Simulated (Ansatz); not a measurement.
# WC+ (quartet): the correlation ladder, def2-TZVPP

One table from this session's results is given with a row withheld; the runs are named, their logs left out.

The runs use Ansatz 0.2.0, Gaussian basis; def2-TZVPP, core rule «outside noble gas», up to 5 orbitals frozen.

The runs, in order: UHF; ROHF; CCSD(T) on UHF.

2 further runs of the same task are left out: 2 set aside as unsound or not needed.

## The geometry

The geometry is a PBE0/def2-TZVP stationary point (not a proven minimum) of the parent state, kept for this charge and spin. No spin-orbit coupling is included. Elements past krypton take def2 core potentials.

2 atoms, charge 1, spin multiplicity 4.

Atoms are counted from 1 here; the program's logs count them from 0.

Bond lengths: W1–C2 1.699 Å.

The first run:

File in.yaml:

```yaml
crystal:
  periodic: [false, false, false]
  atoms:
    - {symbol: W, position_ang: [0.000000, 0.000000, 0.000000]}
    - {symbol: C, position_ang: [0.000000, 0.000000, 1.698800]}
basis:
  gaussian: {orbitals: def2-TZVPP}
total_charge: 1
magnetization: {spin_polarized: true, initial_magnetization: 3}
hamiltonian: {xc: hf}
output: {orbitals: {seedname: orbitals}}
```

Command:

```bash
> ansatz run in.yaml --threads 1 --pin off --events-out ev --progress --plain --max-ram 4096MiB --backend cpu
```

Steps of the session up to this table: UHF; ROHF; CCSD(T) on UHF.

One of the session's tables, all rows but one given; the rest of the session is left out.

```
  method  from UCCSD(T) (kcal/mol)
    ROHF                   +188.78
    UMP2                    +18.10
   UCCSD                         ?
UCCSD(T)                         0
```

**Question.** Estimate the row for UCCSD.

As computed: from UCCSD(T) (kcal/mol): +12.07. In the column «from UCCSD(T) (kcal/mol)» it lies between UCCSD(T) (0) and UMP2 (+18.10).

Left out of the table: UHF (another determinant or state than the rows shown).

Limits of these values: The determinant is far from a pure spin state, so its energy mixes those of several spin states (harmless only where they are near-degenerate, as at dissociation). Warnings: spin contamination; coupled cluster took another determinant than the lowest.
